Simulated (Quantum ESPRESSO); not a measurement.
## CuF2: single point with LDA+U

The system is CuF2.

```xyz
3
Lattice="1.5133 0.8737 4.5754 -1.5133 0.8737 4.5754 0.0000 -1.7475 4.5754" Properties=species:S:1:pos:R:3 pbc="T T T"
Cu    0.0000    0.0000    0.0000
F     0.0000    0.0000    3.4590
F     0.0000    0.0000   10.2673
```

The cell was built by a generator and needn't be a form met in nature.

| Quantity | Value |
| --- | --- |
| Program | Quantum ESPRESSO 7.5 |
| Task | single point |
| Functional | LDA |
| Potentials or basis | GBRV 1.5 LDA |
| Cutoff | 762 eV |
| Density cutoff | 6095 eV |
| k mesh | 7 × 7 × 7 |
| Occupations | gaussian, width 0.05 eV |
| Spin | collinear spin, ferromagnetic start |
| Starting moments | [1.0, 0.0, 0.0] μB |
| Hubbard terms | Cu d U = 1 eV |

The pressure is -10.0 GPa, the largest force is 1.344 eV/Å and the band gap on the k mesh is none (metal or under the smearing width). The net moment is 1.00 μB per cell. The absolute moment is 1.05 μB per cell and the site moments are Cu +0.70; F +0.15 μB. The valence electrons inside the program's atomic spheres are Cu 16.65; F 6.55.

Forces on the atoms (eV/Å):
```
Cu   0.000  0.000  0.000
F    0.000  0.000  1.344
F    0.000  0.000 -1.344
```

Stress tensor (GPa, compression positive):
```
 -7.52   0.00   0.00
  0.00  -7.52   0.00
  0.00   0.00 -14.85
```

Levels at points of the mesh, in eV from the Fermi level:
Spin up:
```csv
k point,band 14,band 15,band 16,band 17,band 18,band 19,band 20,band 21
"(0.00, 0.00, 0.00)",-2.57,-1.97,-0.81,-0.81,2.81,8.46,12.37,16.54
```
Spin down:
| k point | band 13 | band 14 | band 15 | band 16 | band 17 | band 18 | band 19 | band 20 |
| --- | --- | --- | --- | --- | --- | --- | --- | --- |
| (0.00, 0.00, 0.00) | -1.83 | -1.83 | -1.33 | 0.15 | 0.15 | 2.94 | 8.52 | 12.49 |

Eigenvalues of the final occupation matrices:
```
   site  spin  trace               eigenvalues
Cu 1 3d     1   4.98  0.99 0.99 1.00 1.00 1.00
Cu 1 3d     2   4.32  0.68 0.68 0.99 0.99 0.99
```

It took 55 s on 2 MPI ranks on Arm Neoverse V2 (shared host), peak memory 0.38 GiB a rank.

Caveat: the k mesh is coarse; a cell with one magnetic atom can't hold antiferromagnetic order, which such compounds often take; forces of over 1 eV/Å show positions far from the minimum, so gaps and moduli don't describe the material at rest. The state reached can hang on the start; a lower one may exist.
